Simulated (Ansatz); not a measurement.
# C3H10InNO: up Jacob's ladder to CCSD(T)

One table from this session's results is given with a row withheld; the runs are named, their logs left out.

Computed with Ansatz 0.2.0, Gaussian basis. Level: functionals in def2-TZVPP, the program's frozen cores in correlated methods.

Levels to be run: LDA (SPW92), PBE-D4, revPBE-D4, BLYP-D4, r2SCAN-D4, B97M-V, PBE0-D4, B3LYP-D4, r2SCANh-D4, r2SCAN0-D4, HSE06-D4, BHLYP-D4, CAM-B3LYP-D4, LC-ωPBE, ωB97X-V, ωB97M-V, B2PLYP, PBE-QIDH; CCSD(T)/def2-SVP; CCSD(T)/def2-TZVPP; MP2/def2-QZVPP; extrapolation to the limit; RPA on PBE.

### Structure used throughout

All runs share one geometry, relaxed beforehand with PBE0-D4 in a triple-zeta def2 set. In takes the def2 core potential; no spin-orbit term is included.

SMILES `CC(C)[O][InH][NH2]`, 16 atoms, charge 0, spin multiplicity 1.

Atoms are counted from 1 here; the program's logs count them from 0.

Bond lengths: C1–C2 1.520 Å, C1–H7 1.093 Å, C1–H8 1.093 Å, C1–H9 1.095 Å, C2–C3 1.517 Å, C2–O4 1.406 Å, C2–H10 1.104 Å, C3–H11 1.093 Å, C3–H12 1.093 Å, C3–H13 1.091 Å, O4–In5 1.989 Å, In5–N6 2.002 Å, In5–H14 1.700 Å, N6–H15 1.009 Å, N6–H16 1.007 Å. Angles: C2–C1–H7 109.9°, C2–C1–H8 111.6°, C2–C1–H9 110.9°, H7–C1–H8 108.6°, H7–C1–H9 108.2°, H8–C1–H9 107.6°, C1–C2–C3 111.4°, C1–C2–O4 110.9°, C1–C2–H10 107.9°, C3–C2–O4 108.0°, C3–C2–H10 107.9°, O4–C2–H10 110.7°, C2–C3–H11 109.8°, C2–C3–H12 111.3°, C2–C3–H13 110.3°, H11–C3–H12 108.6°, H11–C3–H13 108.1°, H12–C3–H13 108.6° and more.

Geometry (Å):

```csv
atom,x (Å),y (Å),z (Å)
C1,0.6825,-1.6523,-0.3929
C2,0.7556,-0.1512,-0.6208
C3,0.7670,0.1850,-2.1004
O4,-0.3450,0.5003,-0.0359
In5,-0.5380,0.7727,1.9250
N6,-2.4168,1.3792,2.2557
H7,-0.2522,-2.0449,-0.8021
H8,1.5180,-2.1722,-0.8695
H9,0.7124,-1.8866,0.6764
H10,1.7017,0.2128,-0.1833
H11,-0.1529,-0.1745,-2.5692
H12,1.6199,-0.2759,-2.6057
H13,0.8203,1.2660,-2.2418
H14,0.7247,0.4249,3.0089
H15,-2.9411,1.7247,1.4664
H16,-2.6561,1.8920,3.0892
```

Set-up of the first run:

The input, in.yaml:

```yaml
crystal:
  periodic: [false, false, false]
  atoms:
    - {symbol: C, position_ang: [0.682475, -1.652288, -0.392881]}
    - {symbol: C, position_ang: [0.755559, -0.151230, -0.620843]}
    - {symbol: C, position_ang: [0.766978, 0.185033, -2.100427]}
    - {symbol: O, position_ang: [-0.345007, 0.500342, -0.035901]}
    - {symbol: In, position_ang: [-0.537964, 0.772651, 1.924980]}
    - {symbol: N, position_ang: [-2.416792, 1.379172, 2.255742]}
    - {symbol: H, position_ang: [-0.252204, -2.044935, -0.802140]}
    - {symbol: H, position_ang: [1.517987, -2.172169, -0.869457]}
    - {symbol: H, position_ang: [0.712370, -1.886569, 0.676414]}
    - {symbol: H, position_ang: [1.701720, 0.212826, -0.183288]}
    - {symbol: H, position_ang: [-0.152854, -0.174499, -2.569202]}
    - {symbol: H, position_ang: [1.619894, -0.275892, -2.605689]}
    - {symbol: H, position_ang: [0.820280, 1.266028, -2.241775]}
    - {symbol: H, position_ang: [0.724692, 0.424880, 3.008919]}
    - {symbol: H, position_ang: [-2.941053, 1.724682, 1.466354]}
    - {symbol: H, position_ang: [-2.656072, 1.891958, 3.089183]}
basis:
  gaussian: {orbitals: def2-TZVPP}
hamiltonian: {xc: lda}
output: {orbitals: {seedname: orbitals}}
```

Run with:

```bash
> ansatz run in.yaml --threads 2 --pin off --events-out ev --progress --plain --max-ram 22528MiB --backend cuda --devices 0, --max-vram 18GiB
```

Steps of the session up to this table: LDA; PBE-D4 (GGA); revPBE-D4 (GGA); BLYP-D4 (GGA); r2SCAN-D4 (meta-GGA); B97M-V (meta-GGA); B3LYP-D4 (hybrid); r2SCANh-D4 (hybrid); r2SCAN0-D4 (hybrid); HSE06-D4 (hybrid); BHLYP-D4 (hybrid); CAM-B3LYP-D4 (range-separated); LC-ωPBE (range-separated); ωB97X-V (range-separated); ωB97M-V (range-separated); B2PLYP (double hybrid); PBE-QIDH (double hybrid).

One table of the session follows, with a row left open; its other results are not shown here.

It belongs to the step «Frontier levels by functional». 

```
  functional  HOMO (eV)  gap (eV)
 LDA (SPW92)      -5.76      3.97
      PBE-D4      -5.58      4.03
   revPBE-D4      -5.50      4.06
     BLYP-D4      -5.48      3.95
   r2SCAN-D4      -5.85      4.58
      B97M-V          ?         ?
     PBE0-D4      -7.00      6.15
    B3LYP-D4      -6.77      5.64
  r2SCANh-D4      -6.39      5.36
  r2SCAN0-D4      -7.20      6.53
    HSE06-D4      -6.59      5.39
    BHLYP-D4      -8.34      8.09
CAM-B3LYP-D4      -8.42      8.34
     LC-ωPBE      -9.77     10.77
     ωB97X-V      -9.43     10.29
     ωB97M-V      -9.37      9.90
```

Q: Estimate the row for B97M-V from the others.

**Answer.** HOMO (eV): -5.97; gap (eV): 4.41. In the column «HOMO (eV)» it lies between r2SCANh-D4 (-6.39) and r2SCAN-D4 (-5.85).
